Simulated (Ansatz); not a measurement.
# H₁₉N₃Si₆Sn: one species, many methods

The task here is to estimate one member of a computed series from the others.

Program: Ansatz 0.2.0, Gaussian basis. Level of theory: functionals in def2-TZVPP, the program's frozen cores in correlated methods. These are calculated values, not measurements.

Levels to be run: LDA (SPW92), PBE-D4, revPBE-D4, BLYP-D4, r2SCAN-D4, B97M-V, PBE0-D4, B3LYP-D4, r2SCANh-D4, r2SCAN0-D4, HSE06-D4, BHLYP-D4, CAM-B3LYP-D4, LC-ωPBE, ωB97X-V, ωB97M-V, B2PLYP, PBE-QIDH; CCSD(T)/def2-SVP; CCSD(T)/def2-TZVPP; MP2/def2-QZVPP; extrapolation to the limit; RPA on PBE.

### The geometry

All runs share one geometry, relaxed beforehand with PBE0-D4 in a triple-zeta def2 set. Sn takes the def2 core potential; no spin-orbit term is included.

SMILES `[SiH3][N]([SiH3])[SnH]([N]([SiH3])[SiH3])[N]([SiH3])[SiH3]`, 29 atoms, charge 0, spin multiplicity 1.

Atoms are counted from 1 here; the program's logs count them from 0.

Bond lengths: Si1–N2 1.733 Å, Si1–H11 1.489 Å, Si1–H12 1.486 Å, Si1–H13 1.488 Å, N2–Si3 1.730 Å, N2–Sn4 2.024 Å, Si3–H14 1.489 Å, Si3–H15 1.486 Å, Si3–H16 1.491 Å, Sn4–N5 2.023 Å, Sn4–N8 2.023 Å, Sn4–H17 1.696 Å, N5–Si6 1.733 Å, N5–Si7 1.730 Å, Si6–H18 1.488 Å, Si6–H19 1.489 Å, Si6–H20 1.486 Å, Si7–H21 1.489 Å and more. Angles: N2–Si1–H11 107.0°, N2–Si1–H12 111.8°, N2–Si1–H13 112.1°, H11–Si1–H12 109.3°, H11–Si1–H13 108.5°, H12–Si1–H13 108.1°, Si1–N2–Si3 120.9°, Si1–N2–Sn4 119.6°, Si3–N2–Sn4 119.3°, N2–Si3–H14 112.1°, N2–Si3–H15 111.9°, N2–Si3–H16 107.2°, H14–Si3–H15 108.1°, H14–Si3–H16 108.4°, H15–Si3–H16 109.1°, N2–Sn4–N5 104.9°, N2–Sn4–N8 104.8°, N2–Sn4–H17 113.7° and more.

Set-up of the first run:

File in.yaml:

```yaml
crystal:
  periodic: [false, false, false]
  atoms:
    - {symbol: Si, position_ang: [-0.183637, 1.007355, 2.516007]}
    - {symbol: N, position_ang: [0.034887, -0.546577, 1.779724]}
    - {symbol: Si, position_ang: [-0.231271, -2.000888, 2.677345]}
    - {symbol: Sn, position_ang: [0.739871, -0.665609, -0.113290]}
    - {symbol: N, position_ang: [1.262171, 1.229413, -0.593513]}
    - {symbol: Si, position_ang: [0.231359, 2.167533, -1.623965]}
    - {symbol: Si, position_ang: [2.786254, 1.849330, -0.060092]}
    - {symbol: N, position_ang: [-0.887876, -1.059562, -1.248947]}
    - {symbol: Si, position_ang: [-2.463465, -1.027885, -0.527040]}
    - {symbol: Si, position_ang: [-0.676178, -1.535351, -2.898333]}
    - {symbol: H, position_ang: [-0.796263, 0.772835, 3.852946]}
    - {symbol: H, position_ang: [-1.079169, 1.877573, 1.710993]}
    - {symbol: H, position_ang: [1.107919, 1.722150, 2.706303]}
    - {symbol: H, position_ang: [0.700078, -2.125424, 3.832230]}
    - {symbol: H, position_ang: [-1.621444, -2.085650, 3.195189]}
    - {symbol: H, position_ang: [0.014016, -3.142196, 1.749396]}
    - {symbol: H, position_ang: [1.995217, -1.789791, -0.305147]}
    - {symbol: H, position_ang: [0.136944, 1.591413, -2.992971]}
    - {symbol: H, position_ang: [0.834662, 3.525465, -1.721904]}
    - {symbol: H, position_ang: [-1.144259, 2.280089, -1.074322]}
    - {symbol: H, position_ang: [3.714010, 2.109225, -1.195178]}
    - {symbol: H, position_ang: [2.632837, 3.112057, 0.708104]}
    - {symbol: H, position_ang: [3.398504, 0.813753, 0.821220]}
    - {symbol: H, position_ang: [-2.627467, -2.089903, 0.502629]}
    - {symbol: H, position_ang: [-3.446456, -1.270996, -1.618897]}
    - {symbol: H, position_ang: [-2.752062, 0.282581, 0.110588]}
    - {symbol: H, position_ang: [-1.103776, -2.941631, -3.135316]}
    - {symbol: H, position_ang: [-1.434386, -0.659898, -3.829313]}
    - {symbol: H, position_ang: [0.779380, -1.427709, -3.204251]}
basis:
  gaussian: {orbitals: def2-TZVPP}
hamiltonian: {xc: lda}
output: {orbitals: {seedname: orbitals}}
```

On the command line:

```
$ ansatz run in.yaml --threads 11 --pin off --events-out ev --progress --plain --max-ram 174080MiB --backend cuda --devices 0, --max-vram 75GiB
```

Among the steps run: LDA; PBE-D4 (GGA); revPBE-D4 (GGA); BLYP-D4 (GGA); r2SCAN-D4 (meta-GGA); B97M-V (meta-GGA); B3LYP-D4 (hybrid); r2SCANh-D4 (hybrid); r2SCAN0-D4 (hybrid); HSE06-D4 (hybrid); BHLYP-D4 (hybrid); CAM-B3LYP-D4 (range-separated); LC-ωPBE (range-separated); ωB97X-V (range-separated); ωB97M-V (range-separated); B2PLYP (double hybrid); PBE-QIDH (double hybrid).

One of the session's tables, all rows but one given; the rest of the session is left out.

It belongs to the step «Orbital energies across the functionals». 

| functional | HOMO (eV) | gap (eV) |
| --- | --- | --- |
| LDA (SPW92) | -6.44 | 4.15 |
| PBE-D4 | -6.36 | 4.32 |
| revPBE-D4 | -6.32 | 4.39 |
| BLYP-D4 | -6.23 | 4.34 |
| r2SCAN-D4 | -6.66 | 4.87 |
| B97M-V | -6.88 | 4.91 |
| PBE0-D4 | -7.63 | 6.52 |
| B3LYP-D4 | -7.41 | 6.10 |
| r2SCANh-D4 | -7.13 | 5.67 |
| r2SCAN0-D4 | ? | ? |
| HSE06-D4 | -7.23 | 5.75 |
| BHLYP-D4 | -8.82 | 8.75 |
| CAM-B3LYP-D4 | -8.95 | 8.94 |
| LC-ωPBE | -10.29 | 11.43 |
| ωB97X-V | -9.98 | 10.95 |
| ωB97M-V | -9.88 | 10.57 |

Q: Estimate the row for r2SCAN0-D4 from the others.

Worked estimate for «HOMO (eV)». Against the share of exact exchange, r2SCAN-D4 (0, -6.66), r2SCANh-D4 (0.1, -7.13) give a slope of -4.70 per unit share; at 0.25 the line stands at -7.83.

**Answer.** HOMO (eV): -7.84; gap (eV): 6.86. In «HOMO (eV)» the line misses by +0.01.
